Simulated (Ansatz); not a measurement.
**CH₆GeS: small, medium and large basis sets**

How large a basis does CH₆GeS need? Two functionals are run in growing sets.

Computed with Ansatz 0.2.0, Gaussian basis. Level: one geometry, several basis sets.

The runs, in order: PBE0-D4/def2-SVP; ωB97M-V/def2-SVP; PBE0-D4/def2-QZVPP; ωB97M-V/def2-QZVPP; the functionals' def2-TZVPP values are taken from earlier runs.

## 1. The geometry

An earlier PBE0-D4 in a triple-zeta def2 set relaxation fixed the geometry.

SMILES `[CH3][GeH2][SH]`, 9 atoms, charge 0, spin multiplicity 1.

Atoms are counted from 1 here; the program's logs count them from 0.

Bond lengths: C1–Ge2 1.945 Å, C1–H4 1.091 Å, C1–H5 1.090 Å, C1–H6 1.090 Å, Ge2–S3 2.231 Å, Ge2–H7 1.541 Å, Ge2–H8 1.541 Å, S3–H9 1.343 Å. Angles: Ge2–C1–H4 110.0°, Ge2–C1–H5 110.0°, Ge2–C1–H6 110.0°, H4–C1–H5 108.9°, H4–C1–H6 108.9°, H5–C1–H6 109.0°, C1–Ge2–S3 105.6°, C1–Ge2–H7 111.7°, C1–Ge2–H8 111.7°, S3–Ge2–H7 109.4°, S3–Ge2–H8 109.4°, H7–Ge2–H8 109.0°, Ge2–S3–H9 95.0°.

## 2. PBE0-D4 in def2-SVP

in.yaml reads:

```yaml
crystal:
  periodic: [false, false, false]
  atoms:
    - {symbol: C, position_ang: [-0.752858, 0.831245, -0.816063]}
    - {symbol: Ge, position_ang: [0.274177, -0.603371, 0.003307]}
    - {symbol: S, position_ang: [0.903909, 0.174500, 1.997220]}
    - {symbol: H, position_ang: [-1.100255, 0.524606, -1.803680]}
    - {symbol: H, position_ang: [-0.132640, 1.721735, -0.921389]}
    - {symbol: H, position_ang: [-1.617683, 1.072107, -0.197352]}
    - {symbol: H, position_ang: [1.523570, -0.954802, -0.826625]}
    - {symbol: H, position_ang: [-0.575512, -1.874069, 0.194743]}
    - {symbol: H, position_ang: [1.565891, -0.938152, 2.352740]}
basis:
  gaussian: {orbitals: def2-SVP}
hamiltonian: {xc: pbe0, dispersion: d4}
output: {orbitals: {seedname: orbitals}}
```

Launch:

```bash
> ansatz run in.yaml --threads 2 --pin off --events-out ev --progress --plain --max-ram 22528MiB --backend cpu
```

Further steps of the session: ωB97M-V in def2-SVP; PBE0-D4 in def2-QZVPP; ωB97M-V in def2-QZVPP.

Q: Predict the results of all the runs planned. Wanted: PBE0-D4: double and triple zeta above quadruple; ωB97M-V: double and triple zeta above quadruple.

**Answer**, as computed:

```
                                       quantity           value
PBE0-D4: double and triple zeta above quadruple  13.80, 1.62 eV
ωB97M-V: double and triple zeta above quadruple  13.82, 1.58 eV
```

**Reading.** For PBE0-D4 the step from double to triple zeta gains 12.18 eV and the next only 1.62 eV. These are total energies; as a rule much of such shifts cancels in differences, which this series doesn't test. The LUMO of ωB97M-V is positive and keeps falling with the basis (2.55 to 1.51 eV): an unbound level that the basis holds in place.
